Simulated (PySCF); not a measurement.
# InN⁺ (quartet): spin, charge, geometry and surroundings

How does InN⁺ (quartet) answer to another spin, charge, distance or environment?

The runs use PySCF 2.14.0; method and basis as typed in the scripts.

1 further run of the same task is left out (it didn't finish).

## (1) Where the work starts

InN⁺ (quartet): 2 atoms, charge 1, spin multiplicity 4.

Bond lengths: In1–N2 2.252 Å.

## (2) Base script

The input, input.py:

```python
from pyscf import gto, scf

mol = gto.M(
    atom='In 0 0 0; N 0 0 2.252',
    basis='sbkjc',
    ecp={'In': 'sbkjc', 'N': 'sbkjc'},
    charge=1,
    spin=3,
    verbose=4,
)
mf = scf.UHF(mol)
mf.kernel()
mf.nuc_grad_method().kernel()
mf.dip_moment()
print('orbital energies (hartree):', [e[max(0, n-3):n+3].round(4) for e, n in zip(mf.mo_energy, mol.nelec)])
```

On the command line:

```bash
OMP_NUM_THREADS=1 python input.py
```

The log of this run is left out.

In short: E(SCF) = -197.647299 Eh, ⟨S²⟩ = 3.784, gradient on the second atom -0.0499 Eh/bohr.

The bond length is a typed value, not an optimised one. The dipole of an ion depends on the origin. The quartet is typed in the script; nothing here shows that it is the ground state.

## (3) Charge +3

Edit 1 changes charge: 1 → 3.

The input, input.py:

```python
from pyscf import gto, scf

mol = gto.M(
    atom='In 0 0 0; N 0 0 2.252',
    basis='sbkjc',
    ecp={'In': 'sbkjc', 'N': 'sbkjc'},
    charge=3,
    spin=3,
    verbose=4,
)
mf = scf.UHF(mol)
mf.kernel()
mf.nuc_grad_method().kernel()
mf.dip_moment()
print('orbital energies (hartree):', [e[max(0, n-3):n+3].round(4) for e, n in zip(mf.mo_energy, mol.nelec)])
```

On the command line:

```bash
OMP_NUM_THREADS=1 python input.py
```

## (4) Bond 2.184 Å

Edit 2 changes bond length: 2.252 Å → 2.184 Å.

Edit input.py of step 2 so:

```diff
@@ -3,3 +3,3 @@
 mol = gto.M(
-    atom='In 0 0 0; N 0 0 2.252',
+    atom='In 0 0 0; N 0 0 2.184',
     basis='sbkjc',
```

## (5) Charge +2 (quintet)

Edit 3 changes charge: 1 → 2; spin (2S): 3 → 4.

Edit input.py of step 2 so:

```diff
@@ -6,4 +6,4 @@
     ecp={'In': 'sbkjc', 'N': 'sbkjc'},
-    charge=1,
-    spin=3,
+    charge=2,
+    spin=4,
     verbose=4,
```

## (6) Bond 2.815 Å

Edit 4 changes bond length: 2.252 Å → 2.815 Å.

Edit input.py of step 2 so:

```diff
@@ -3,3 +3,3 @@
 mol = gto.M(
-    atom='In 0 0 0; N 0 0 2.252',
+    atom='In 0 0 0; N 0 0 2.815',
     basis='sbkjc',
```

Q: Predict the outcome of this session. Wanted: for each run, E(SCF); from base; gap, α spin.

**Answer**, as computed:

```
                run  E(SCF) (hartree)  from base (eV)  cycles  gap, α spin (eV)
               base       -197.647299               0      16             11.59
          charge +3       -196.172461        +40.1324      14             12.23
       bond 2.184 Å       -197.640117         +0.1954      16             11.55
charge +2 (quintet)       -197.060792        +15.9597      12             12.62
       bond 2.815 Å       -197.404382         +6.6101      24              7.57
```

What this shows: Of the runs whose energies can be compared, “bond 2.815 Å” moves the SCF energy most (+6.610 eV). At the SCF level, going to the quintet with one electron fewer costs 15.96 eV at fixed geometry, which need not be the lowest ionisation. With bond 2.815 Å the frontier gap moves by over 1.5 eV, which can mean another electronic state rather than the bond length alone.
